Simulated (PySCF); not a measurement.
# LiSn+: from the state search to spectroscopic constants

One job finds the state of LiSn+, follows it along the bond with each method and fits the curves.

The runs use PySCF 2.14.0; Li cc-pVDZ, Sn cc-pVDZ-PP with ECP28, scalar-relativistic core potentials.

## (1) Input

Settings of the job:

| Item | Value |
| --- | --- |
| atoms | Li, Sn |
| charge | 1 |
| basis | Li cc-pVDZ, Sn cc-pVDZ-PP with ECP28 |
| Hamiltonian | scalar-relativistic core potentials |
| basis functions | 37 |
| electrons treated | 24 |
| masses in u | 7.0160, 119.9022 |
| levels | PBE0, PBE, r²SCAN, r²SCAN0, LDA, TPSS, CAM-B3LYP, HF, MP2, SCS-MP2, CCSD, CCSD(T) |
| grid | 80 radial by 434 angular points |
| occupations | held fixed by the projection of orbital angular momentum |
| dissociation limit | Li+ + Sn, each in its ground configuration |
| starting distance in angstrom | 2.735 |
| values of 2S to try | 0, 2 |

Run with:

```console
$ OMP_NUM_THREADS=1 python dia.py task.json out
```

Further steps of the session: First curve: PBE0; Excited determinants; PBE (GGA); r²SCAN; r²SCAN0 (hybrid meta-GGA); LDA (local density); TPSS (meta-GGA); CAM-B3LYP (range-separated hybrid); UHF (mean field); Correlated methods on the Hartree–Fock reference.

**Question.** What will these runs give? Wanted: for each run, Re; ωe; De; μ.

As calculated:

Lowest PBE0 solution found, without spin–orbit coupling: ³Π (triplet), unpaired electrons σ ↑, π ↑. State 2 has its PBE0 minimum 0.22 eV higher. State 3 has its PBE0 minimum 0.27 eV higher, as a spin-mixed determinant (⟨S²⟩ = 1.01), so this is no gap between pure states. The other levels ran on the lowest alone.

```tsv
level	Re (Å)	ωe (cm⁻¹)	De (eV)	μ (D)
UHF	3.051	225.1	0.81	-9.83
UHF-MP2	3.018	235.0	0.84	n/a
UHF-SCS-MP2	3.022	234.1	0.84	n/a
UHF-CCSD	3.022	235.0	0.84	n/a
UHF-CCSD(T)	3.019	236.1	0.85	n/a
LDA	3.003	223.5	0.94	-9.31
PBE	3.035	219.3	0.94	-9.28
TPSS	3.028	221.9	0.93	-9.37
r²SCAN	3.039	221.6	0.83	-9.63
PBE0	3.009	227.5	0.91	-9.37
r²SCAN0	3.016	227.7	0.83	-9.61
CAM-B3LYP	2.987	231.3	0.91	-9.42
```

De is counted to Li+ + Sn in their ground configurations. A positive dipole points from Li to Sn; in an ion it is taken about the centre of mass and does not tell which atom is negative.

In words: Bond lengths run from 2.987 Å (CAM-B3LYP) to 3.051 Å (UHF). CCSD(T) can't serve as the judge here: for a weak bond in this basis it is far from its limit. Of the levels with a De here, UHF gives the least (0.81 eV) and PBE the most (0.94 eV).

Correlated steps freeze 4 core orbitals. These are scalar-relativistic numbers at best; spin–orbit coupling would shift them, the dissociation energy most. At some levels the lowest empty orbital lies below the highest filled one (the two can be of opposite spin).
